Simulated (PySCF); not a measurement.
# [Ce(H2O)]3+: forces at shaken geometries

How stiff is [Ce(H2O)]3+? Its atoms are displaced at random by several amounts. It is a constructed species; whether it can be made isn't addressed.

The runs use PySCF 2.14.0; TPSS, Ce lcecp-1-SVP with ECP47, O def2-SVP, H def2-SVP; scalar-relativistic core potentials, no spin–orbit coupling.

5 further runs of the same task are left out: 2 for a known fault of the program, 2 that didn't finish, 1 set aside as unsound or not needed.

## 1. The system as given

4 atoms, charge 3, spin multiplicity 1.

Bond lengths: Ce1–O2 2.319 Å, O2–H3 1.009 Å, O2–H4 1.009 Å. Angles: Ce1–O2–H3 128.8°, Ce1–O2–H4 128.8°, H3–O2–H4 102.4°.

Geometry (Å):

```xyz
4

Ce    0.00000    0.00000   -0.14758
O     0.00000    0.00000    2.17110
H     0.78585    0.00000    2.80333
H    -0.78585    0.00000    2.80333
```

Formal oxidation states: Ce +3. Each metal's 1 4f electrons lie in its core potential, so multiplicities, spins and levels count the valence alone. An earlier session relaxed this geometry at TPSS, Ce lcecp-1-SVP with ECP47, O def2-SVP, H def2-SVP (singlet, point group C2v).

Its energy there is -107.336386 Eh.

## 2. Atoms moved at random, σ = 0.1 Å

Input file run.py (the lines that set the calculation):

```python
mol = gto.M(atom='''
Ce     0.06589    -0.03162    -0.06847
O      0.01018     0.02515     2.07499
H      0.69594    -0.00371     2.75875
H     -0.77201     0.01018     2.86492''',
    basis={'Ce': 'lcecp-1-SVP', 'O': 'def2-SVP', 'H': 'def2-SVP'},
    ecp={'Ce': 'lcecp-1-SVP'},
    charge=3, spin=0)
mf = dft.RKS(mol, xc='TPSS')
mf.grids.atom_grid = (50, 194)  # f atoms: unpruned, at least (60, 302)
mf = mf.density_fit()  # fitting sets: Ce AutoAux, O def2-universal-JKFIT, H def2-universal-JKFIT
mf.conv_tol = 1e-08; mf.max_cycle = 55
mf.kernel(dm0)  # dm0: the density of the relaxed state
```

Command:

```bash
$ OMP_NUM_THREADS=2 python run.py
```

The program printed:

```text
init E= -107.308087876143
  HOMO = -0.989061121474307  LUMO = -0.763033704951116  gap/eV = 6.15052
cycle= 1 E= -107.318525111005  delta_E= -0.0104  |g|= 0.0704  |ddm|= 0.253
  HOMO = -0.964339401617433  LUMO = -0.752941284326249  gap/eV = 5.75244
cycle= 2 E= -107.317183491648  delta_E= 0.00134  |g|= 0.109  |ddm|= 0.103
  HOMO = -0.981415063616542  LUMO = -0.75244960466738  gap/eV = 6.23047
cycle= 3 E= -107.319311334537  delta_E= -0.00213  |g|= 0.0233  |ddm|= 0.0777
  HOMO = -0.977666629582529  LUMO = -0.753343247446861  gap/eV = 6.10415
cycle= 4 E= -107.319430289887  delta_E= -0.000119  |g|= 0.00128  |ddm|= 0.0204
  HOMO = -0.977786998514098  LUMO = -0.753480401782373  gap/eV = 6.10369
cycle= 5 E= -107.319430768932  delta_E= -4.79e-07  |g|= 0.000247  |ddm|= 0.00182
  HOMO = -0.977791797815406  LUMO = -0.753456496132028  gap/eV = 6.10447
cycle= 6 E= -107.319430786235  delta_E= -1.73e-08  |g|= 2.95e-05  |ddm|= 0.000295
  HOMO = -0.977789540921691  LUMO = -0.753458070186471  gap/eV = 6.10437
cycle= 7 E= -107.319430786437  delta_E= -2.02e-10  |g|= 4.32e-06  |ddm|= 3.02e-05
  HOMO = -0.977791095499668  LUMO = -0.753457396604647  gap/eV = 6.10443
Extra cycle  E= -107.319430786435  delta_E= 2.5e-12  |g|= 5.7e-06  |ddm|= 9.81e-06
converged SCF energy = -107.319430786435
```

Wall time 1.8 s (2 threads of Arm Neoverse V1, shared host).

Read off: E = -107.319431 Eh (+0.461 eV from the relaxed state), HOMO -26.61 eV, LUMO -20.50 eV, Mulliken charge on Ce1 +2.53 e, largest force component 3.638 eV/Å. 

```tsv
atom	Fx	Fy	Fz (eV/Å)
Ce1	0.033	-0.022	-2.411
O2	-3.169	-0.104	3.638
H3	2.181	0.014	0.917
H4	0.955	0.112	-2.145
```

## 3. Atoms moved at random, σ = 0.03 Å

run.py (the lines that set the calculation): that of step 2 with these lines changed.

```diff
@@ -1,6 +1,6 @@
 mol = gto.M(atom='''
-Ce     0.06589    -0.03162    -0.06847
-O      0.01018     0.02515     2.07499
-H      0.69594    -0.00371     2.75875
-H     -0.77201     0.01018     2.86492''',
+Ce    -0.05997    -0.01825    -0.13620
+O      0.01496    -0.02728     2.16668
+H      0.76441     0.03936     2.81859
+H     -0.71939     0.00616     2.78111''',
     basis={'Ce': 'lcecp-1-SVP', 'O': 'def2-SVP', 'H': 'def2-SVP'},
```

Command:

```bash
$ OMP_NUM_THREADS=2 python run.py
```

The program printed:

```text
init E= -107.391731999705
  HOMO = -0.926312021624216  LUMO = -0.754811040323325  gap/eV = 4.66678
cycle= 1 E= -107.332519047345  delta_E= 0.0592  |g|= 0.0615  |ddm|= 0.132
  HOMO = -0.967790752449723  LUMO = -0.761060746028108  gap/eV = 5.62541
cycle= 2 E= -107.330146038006  delta_E= 0.00237  |g|= 0.125  |ddm|= 0.139
  HOMO = -0.948253875693794  LUMO = -0.763259207588502  gap/eV = 5.03396
cycle= 3 E= -107.33338633555  delta_E= -0.00324  |g|= 0.00654  |ddm|= 0.0872
  HOMO = -0.947711817080634  LUMO = -0.763749169241349  gap/eV = 5.00588
cycle= 4 E= -107.333395675601  delta_E= -9.34e-06  |g|= 0.000595  |ddm|= 0.00655
  HOMO = -0.947630940857035  LUMO = -0.763630563538975  gap/eV = 5.00691
cycle= 5 E= -107.333395749131  delta_E= -7.35e-08  |g|= 0.000137  |ddm|= 0.000762
  HOMO = -0.947604757884687  LUMO = -0.763643513464721  gap/eV = 5.00584
cycle= 6 E= -107.333395754785  delta_E= -5.65e-09  |g|= 1.54e-05  |ddm|= 0.000188
  HOMO = -0.947610910144743  LUMO = -0.763642076707799  gap/eV = 5.00605
Extra cycle  E= -107.333395754738  delta_E= 4.61e-11  |g|= 2.27e-05  |ddm|= 3.7e-05
converged SCF energy = -107.333395754738
```

Wall time 1.7 s (2 threads of Arm Neoverse V1, shared host).

Result: E = -107.333396 Eh (+0.081 eV from the relaxed state), HOMO -25.79 eV, LUMO -20.78 eV, Mulliken charge on Ce1 +2.58 e, largest force component 2.071 eV/Å. 

```tsv
atom	Fx	Fy	Fz (eV/Å)
Ce1	0.042	-0.045	-0.217
O2	1.249	0.124	-1.218
H3	0.780	-0.053	0.123
H4	-2.071	-0.027	1.311
```

## 4. Atoms moved at random, σ = 0.06 Å

run.py (the lines that set the calculation): that of step 3 with these lines changed.

```diff
@@ -1,6 +1,6 @@
 mol = gto.M(atom='''
-Ce    -0.05997    -0.01825    -0.13620
-O      0.01496    -0.02728     2.16668
-H      0.76441     0.03936     2.81859
-H     -0.71939     0.00616     2.78111''',
+Ce    -0.09310    -0.03941    -0.14162
+O      0.10648     0.04304     2.15715
+H      0.72794    -0.03883     2.84214
+H     -0.74131     0.03520     2.77252''',
     basis={'Ce': 'lcecp-1-SVP', 'O': 'def2-SVP', 'H': 'def2-SVP'},
```

Command:

```bash
$ OMP_NUM_THREADS=2 python run.py
```

The program printed:

```text
init E= -107.339905119475
  HOMO = -0.943291274077882  LUMO = -0.762051247855646  gap/eV = 4.93179
cycle= 1 E= -107.326383306596  delta_E= 0.0135  |g|= 0.0238  |ddm|= 0.248
  HOMO = -0.946039273003588  LUMO = -0.763746565804891  gap/eV = 4.96044
cycle= 2 E= -107.32646123353  delta_E= -7.79e-05  |g|= 0.0129  |ddm|= 0.0287
  HOMO = -0.944765515332168  LUMO = -0.764003559913302  gap/eV = 4.91878
cycle= 3 E= -107.326490377226  delta_E= -2.91e-05  |g|= 0.00517  |ddm|= 0.0122
  HOMO = -0.945656827285237  LUMO = -0.76388044801761  gap/eV = 4.94639
cycle= 4 E= -107.326495634636  delta_E= -5.26e-06  |g|= 0.00133  |ddm|= 0.00446
  HOMO = -0.945457515040001  LUMO = -0.763863253670987  gap/eV = 4.94143
cycle= 5 E= -107.326495989001  delta_E= -3.54e-07  |g|= 0.000145  |ddm|= 0.00104
  HOMO = -0.945461864855663  LUMO = -0.763866988256672  gap/eV = 4.94145
cycle= 6 E= -107.326495995553  delta_E= -6.55e-09  |g|= 1.56e-05  |ddm|= 0.000187
  HOMO = -0.945456208188361  LUMO = -0.763869476431192  gap/eV = 4.94123
Extra cycle  E= -107.326495995472  delta_E= 8.08e-11  |g|= 2.6e-05  |ddm|= 3.93e-05
converged SCF energy = -107.326495995472
```

Wall time 1.7 s (2 threads of Arm Neoverse V1, shared host).

Read off: E = -107.326496 Eh (+0.269 eV from the relaxed state), HOMO -25.73 eV, LUMO -20.79 eV, Mulliken charge on Ce1 +2.58 e, largest force component 4.502 eV/Å. 

```tsv
atom	Fx	Fy	Fz (eV/Å)
Ce1	0.219	0.049	-0.116
O2	-4.502	0.056	-1.604
H3	3.506	-0.265	2.594
H4	0.777	0.160	-0.874
```

## 5. The displacements side by side

| σ (Å) | energy rise (eV) | harmonic estimate −½ F·u (eV) | largest force component (eV/Å) |
| --- | --- | --- | --- |
| 0.1 | 0.461 | 0.464 | 3.64 |
| 0.03 | 0.081 | 0.084 | 2.07 |
| 0.06 | 0.269 | 0.251 | 4.50 |

Every displacement raises the energy. For a harmonic well the rise equals −½ F·u; the two differ by at most 7 % here (a move with σ = 0.06 Å), from anharmonicity, the grid and the small forces left at the relaxed point. The bases are small and lack diffuse functions. Spin–orbit coupling is left out.
